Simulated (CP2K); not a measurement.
# C2H4BFO (SMILES O/C=C/BF), run twice

Aim: the energy of C2H4BFO at GFN1-xTB.

The results are computed with CP2K 2026.2.

4 further runs of the same task are left out: 1 that didn't finish, 3 set aside as unsound or not needed.

## (1) The system as given

C2H4BFO has 9 atoms, charge 0, and is taken as a singlet. As SMILES, `O/C=C/BF`. The shape is that of a GFN2-xTB optimisation. This is one conformer, not always the lowest.

Bond lengths: O1–C2 1.338 Å, C2–C3 1.340 Å, C3–B4 1.530 Å, B4–F5 1.324 Å, O1–H6 0.968 Å, C2–H7 1.081 Å, C3–H8 1.086 Å, B4–H9 1.174 Å. Angles: O1–C2–C3 126.5°, C2–C3–B4 123.7°, C3–B4–F5 118.9°, O1–C2–H7 111.3°, C3–C2–H7 122.2°, C2–O1–H6 110.3°, C2–C3–H8 117.0°, B4–C3–H8 119.3°, C3–B4–H9 124.5°, F5–B4–H9 116.6°.

## (2) Try one

gas.inp reads:

```
&GLOBAL
    PROJECT gas
    RUN_TYPE SINGLE_POINT
    PRINT_LEVEL MEDIUM
&END GLOBAL

&FORCE_EVAL
    METHOD QUICKSTEP
    &DFT
        CHARGE 0
        MULTIPLICITY 1
        &QS
            METHOD XTB
            EPS_DEFAULT 1.0E-10
            &XTB
                GFN_TYPE 1
                CHECK_ATOMIC_CHARGES F
            &END XTB
        &END QS
        &POISSON
            PERIODIC NONE
            POISSON_SOLVER ANALYTIC
        &END POISSON
        &SCF
            SCF_GUESS ATOMIC
            EPS_SCF 1.0E-07
            MAX_SCF 100
            ADDED_MOS 8
            &DIAGONALIZATION
                ALGORITHM STANDARD
            &END DIAGONALIZATION
            &MIXING
                METHOD DIRECT_P_MIXING
                ALPHA 0.4
            &END MIXING
            &SMEAR ON
                METHOD FERMI_DIRAC
                ELECTRONIC_TEMPERATURE [K] 300
            &END SMEAR
        &END SCF
        &PRINT
            &MOMENTS
                PERIODIC F
                REFERENCE COM
                MAX_MOMENT 1
            &END MOMENTS
            &MO ON
                ENERGIES T
                OCCUPATION_NUMBERS T
                NDIGITS 6
                &EACH
                    QS_SCF 0
                &END EACH
                ADD_LAST NUMERIC
            &END MO
            &HIRSHFELD OFF
            &END HIRSHFELD
        &END PRINT
    &END DFT
    &SUBSYS
        &CELL
            ABC [angstrom] 20.5 18.8 18.2
            PERIODIC NONE
        &END CELL
        &COORD
            O     -2.046850    -0.443430     0.674990
            C     -0.838130    -0.566390     0.114100
            C      0.130100     0.359720     0.097460
            B      1.493640     0.150560    -0.565040
            F      2.381800     1.132230    -0.524460
            H     -2.141520     0.429820     1.082830
            H     -0.715300    -1.536390    -0.347610
            H     -0.083680     1.305090     0.588070
            H      1.819930    -0.831220    -1.120330
        &END COORD
        &TOPOLOGY
            &CENTER_COORDINATES
            &END CENTER_COORDINATES
        &END TOPOLOGY
    &END SUBSYS
&END FORCE_EVAL
```

Started as:

```
$ OMP_NUM_THREADS=1 cp2k.psmp gas.inp > gas.out
```

Output:

```text
*******************************************************************************
 *   ___                                                                       *
 *  /   \                                                                      *
 * [ABORT]                                                                     *
 *  \___/               invalid value for enumeration:SINGLE_POINT             *
 *    |                                                                        *
 *  O/|                                                                        *
 * /| |                                                                        *
 * / \                                     input/input_enumeration_types.F:215 *
 *******************************************************************************

 ===== Routine Calling Stack =====

            4 val_create_parsing
            3 section_vals_parse
            2 section_vals_parse
            1 read_input

Program received signal SIGABRT: Process abort signal.

Backtrace for this error:
#0  0x452bf95af957 in ???
#1  0x452c19e64cac in __pthread_kill_implementation
#2  0x452c19e0bfb7 in raise
#3  0x452c19df5d37 in abort
#4  0x452bf9c82d83 in ???
#5  0x452bf9c84297 in ???
#6  0x452bf9c84497 in ???
#7  0x452bf9de226f in ???
#8  0x452bf9df183b in ???
#9  0x452bf9df367b in ???
#10  0x452bf9df38f7 in ???
#11  0x452bf96c9807 in ???
#12  0x452bf9f34e8b in ???
#13  0x452bf9f39d0b in ???
#14  0x452bf9650db3 in ???
#15  0x452bf964ef13 in ???
#16  0x452c19df6573 in __libc_start_call_main
#17  0x452c19df6657 in __libc_start_main_impl
#18  0x452bf964f06f in ???
#19  0xffffffffffffffff in ???
```

It took 0.33 s on 1 thread of Arm Neoverse N1, shared host; peak memory 0.13 GiB.

## (3) Diagnosis

The input was rejected.

The telling line is `\___/               invalid value for enumeration:SINGLE_POINT`. Cause: unknown run type.

## (4) Second attempt

job.inp reads:

```
&GLOBAL
  PROJECT job
  RUN_TYPE ENERGY
  PRINT_LEVEL MEDIUM
&END GLOBAL

&FORCE_EVAL
  METHOD QUICKSTEP
  &DFT
    CHARGE 0
    MULTIPLICITY 1
    &QS
      METHOD XTB
      EPS_DEFAULT 1.0E-10
      &XTB
        GFN_TYPE 1
        CHECK_ATOMIC_CHARGES F
      &END XTB
    &END QS
    &POISSON
      PERIODIC NONE
      POISSON_SOLVER ANALYTIC
    &END POISSON
    &SCF
      SCF_GUESS ATOMIC
      EPS_SCF 1.0E-07
      MAX_SCF 100
      ADDED_MOS 8
      &DIAGONALIZATION
        ALGORITHM STANDARD
      &END DIAGONALIZATION
      &MIXING
        METHOD DIRECT_P_MIXING
        ALPHA 0.4
      &END MIXING
      &SMEAR ON
        METHOD FERMI_DIRAC
        ELECTRONIC_TEMPERATURE [K] 300
      &END SMEAR
    &END SCF
    &PRINT
      &MOMENTS
        PERIODIC F
        REFERENCE COM
        MAX_MOMENT 1
      &END MOMENTS
      &MO ON
        ENERGIES T
        OCCUPATION_NUMBERS T
        NDIGITS 6
        &EACH
          QS_SCF 0
        &END EACH
        ADD_LAST NUMERIC
      &END MO
      &HIRSHFELD OFF
      &END HIRSHFELD
    &END PRINT
  &END DFT
  &SUBSYS
    &CELL
      ABC [angstrom] 20.5 18.8 18.2
      PERIODIC NONE
    &END CELL
    &COORD
      O     -2.046850    -0.443430     0.674990
      C     -0.838130    -0.566390     0.114100
      C      0.130100     0.359720     0.097460
      B      1.493640     0.150560    -0.565040
      F      2.381800     1.132230    -0.524460
      H     -2.141520     0.429820     1.082830
      H     -0.715300    -1.536390    -0.347610
      H     -0.083680     1.305090     0.588070
      H      1.819930    -0.831220    -1.120330
    &END COORD
    &TOPOLOGY
      &CENTER_COORDINATES
      &END CENTER_COORDINATES
    &END TOPOLOGY
  &END SUBSYS
&END FORCE_EVAL
```

Started as:

```
$ OMP_NUM_THREADS=1 cp2k.psmp -i job.inp -o job.out
```

Output:

```text
CP2K| version string:                                       CP2K version 2026.2
[...]
 GLOBAL| Method name                                                        CP2K
[...]
 GLOBAL| Run type                                                         ENERGY
[...]
                             - Atoms:                                          9
[...]
                             - Spherical basis functions:                     28
[...]
 Number of electrons:                                                         28
[...]
     1 P_Mix/Diag. 0.40E+00    0.0     0.53670644       -17.5242581923 -1.75E+01
[...]
    16 DIIS/Diag.  0.89E-07    0.0     0.00000010       -17.6392413627  0.00E+00
  *** SCF run converged in    16 steps ***
[...]
  Fermi energy:                                                -0.32250679451421
[...]
 TB_DIPOLE| Moment [Debye]         -1.62002865      -0.27761297       0.56531684
 TB_DIPOLE| Derivative [a.u.]       0.00000000       0.00000000       0.00000000
[...]
 ENERGY| Total FORCE_EVAL ( QS ) energy [hartree]            -17.639241362683581
[...]
```

Run time: 0.54 s. Hardware: 1 thread of Arm Neoverse N1, shared host; peak memory 0.15 GiB.

## (5) Outcome

Level: GFN1-xTB.

```
                                 quantity         value
                             total energy  -17.63924 Eh
dipole moment (from atomic charges alone)        1.74 D
                              HOMO energy     -12.08 eV
                              LUMO energy      -7.88 eV
                            HOMO–LUMO gap       4.20 eV
                        dispersion energy  -5.82 kJ/mol
```

What this shows: The dipole comes from point charges on the atoms alone, without atomic dipoles, so it is partial.
